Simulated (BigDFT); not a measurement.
Runs of BigDFT 1.9.6 on CSiFH5. The cell holds a molecule in a box, 8 atoms: a = 13.000 Å, b = 13.000 Å, c = 13.000 Å, α = 90.00°, β = 90.00°, γ = 90.00°. 

```tsv
level	potentials or basis	cell	largest force (eV/Å)
PBE	GTH-PBE (C q4, F q7, H q1, Si q4)	as given	0.20
PBE	GTH-PADE (C q4, F q7, H q1, Si q4)	as given	(a)
PBE	GTH-BP (C q4, F q7, H q1, Si q4)	as given	0.21
PBE	UZH-GTH-PBE0 (C q4, F q7, H q1, Si q4)	as given	0.18
PBE	GTH-BLYP (C q4, F q7, H q1, Si q4)	as given	0.17
PBE+D2	GTH-PBE (C q4, F q7, H q1, Si q4)	atoms moved at random, drawn with an rms of 0.05 Å	2.74
PBE+D3	GTH-PBE (C q4, F q7, H q1, Si q4)	atoms moved at random, drawn with an rms of 0.05 Å	2.76
PBE	UZH-GTH-PBE (C q4, F q7, H q1, Si q4)	as given	(b)
PBE	UZH-GTH-SCAN (C q4, F q7, H q1, Si q4)	as given	0.17
PBE	GTH-PBE (C q4, F q7, H q1, Si q4)	atoms moved at random, drawn with an rms of 0.05 Å	2.76
```

Alike in all rows: task single point; no spin polarisation; smearing fixed; grid spacing 0.27 bohr.

Q: Estimate the missing entries.

A: (a) 0.53; (b) 0.19.

Caveats: boundaries are free: the box only frames the coordinates; the noise in the forces, which the program reports and removes, is over 0.05 eV/Å, so forces are rough; the potentials were made for another functional, which shifts forces and pressure (some runs).
